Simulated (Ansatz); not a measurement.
# CH7ClN2Si: the cost of one run

Program: Ansatz 0.2.0. Level of theory: RKS PBE0-D4/def2-SVP. These are calculated values, not measurements.

## Step 1: The system as given

Bond lengths: Si1–N2 2.121 Å, Si1–N3 1.656 Å, N3–C4 1.439 Å, Si1–H6 1.454 Å, Si1–Cl7 2.028 Å, N2–H8 1.009 Å, N2–H9 1.008 Å, C4–H10 1.096 Å, C4–H11 1.092 Å, C4–H12 1.094 Å. Angles (14 of 16 angles, heavy atoms first): N2–Si1–N3 77.2°, N2–Si1–Cl7 107.7°, N3–Si1–Cl7 121.1°, Si1–N3–C4 137.9°, Si1–N2–H8 117.8°, Si1–N2–H9 117.4°, N2–Si1–H6 107.2°, N3–Si1–H6 129.8°, H6–Si1–Cl7 105.4°, N3–C4–H10 110.5°, N3–C4–H11 112.4°, N3–C4–H12 109.7°, H8–N2–H9 109.6°, H10–C4–H11 108.1°.

Coordinates:

```xyz
12

Si   -0.4676    0.5463    0.9619
N     1.4625   -0.2988    1.2021
N    -0.1689   -0.1150   -0.5264
C    -0.8720   -0.3165   -1.7660
H     1.0185   -0.5248   -0.0467
H    -1.2933    0.0519    2.0518
Cl   -0.3078    2.5440    1.2720
H     2.2363    0.3313    1.3481
H     1.5493   -1.0907    1.8199
H    -1.0716   -1.3821   -1.9243
H    -1.8259    0.2145   -1.7935
H    -0.2597    0.0399   -2.5990
```

## Step 2: Pulling towards end A

Springs on the bonds that form and break draw the guess towards this end; the thresholds are loose.

Input file input.yaml:

```yaml
crystal:
  periodic: [false, false, false]
  atoms:
    - { symbol: Si, position_ang: [-0.4676, 0.5463, 0.9619] }
    - { symbol: "N", position_ang: [1.4625, -0.2988, 1.2021] }
    - { symbol: "N", position_ang: [-0.1689, -0.115, -0.5264] }
    - { symbol: C, position_ang: [-0.872, -0.3165, -1.766] }
    - { symbol: H, position_ang: [1.0185, -0.5248, -0.0467] }
    - { symbol: H, position_ang: [-1.2933, 0.0519, 2.0518] }
    - { symbol: Cl, position_ang: [-0.3078, 2.544, 1.272] }
    - { symbol: H, position_ang: [2.2363, 0.3313, 1.3481] }
    - { symbol: H, position_ang: [1.5493, -1.0907, 1.8199] }
    - { symbol: H, position_ang: [-1.0716, -1.3821, -1.9243] }
    - { symbol: H, position_ang: [-1.8259, 0.2145, -1.7935] }
    - { symbol: H, position_ang: [-0.2597, 0.0399, -2.599] }
basis:
  gaussian: { orbitals: def2-SVP }
hamiltonian:
  xc: pbe0
  dispersion: d4
relax:
  f_tol: 0.15
  max_steps: 25
  restrain:
    - { distance: [4, 1], at: 2.32, k: 30.0 }
    - { distance: [0, 1], at: 1.82, k: 30.0 }
    - { distance: [4, 2], at: 1.02, k: 30.0 }
```

Run with:

```
> ansatz run input.yaml --threads 2 --pin off --max-ram 3072MiB --backend cpu --events-out ev --progress --plain --runs-dir out
```

Q: Estimate wall time and peak memory on 2 threads of Arm Neoverse V2, shared host.

About 37 s, with a peak of 0.26 GiB.
